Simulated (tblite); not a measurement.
# C2H10GePSi: the cost of one run

Programs: tblite 0.8.0 and PySCF 2.14.0. All values are calculated, for the isolated system unless a continuum is named. Atoms count from 0, parts from 1.

### 1 The system as given

15 atoms, charge 0, multiplicity 2; geometry: distance geometry start.

### 2 Geometry optimisation with GFN2-xTB

What the job is given:

```
{"job": {"kind": "relax", "xc": "GFN2-xTB", "basis": "xTB"}, "charge": 0, "multiplicity": 2}
C      1.044039    -0.320381    -0.164279
C      0.792481    -0.280250     1.258105
Ge     2.910173    -0.693444    -0.682633
P      0.207853     0.864865    -1.196731
Si    -1.084557     0.076509    -2.757223
H      0.042225    -0.984503     1.507915
H      1.639528    -0.519637     1.787826
H      0.479810     0.655164     1.521620
H      3.812738    -0.133436     0.392782
H      3.106136    -2.201436    -0.794936
H      3.188930    -0.013754    -1.981145
H      0.900106     2.040140    -1.514836
H     -0.412951    -1.007566    -3.396580
H     -1.336920     1.101280    -3.732185
H     -2.311811    -0.369616    -2.190156
```

Method: GFN2-xTB geometry optimisation, gas phase.

Command:

```console
$ OMP_NUM_THREADS=1 python cluster_run.py task.json out
```

This one command runs all jobs of the session in turn.

**Question.** How long does this first job take on 1 thread of Arm Neoverse V1, shared host?

About 5.1 s.
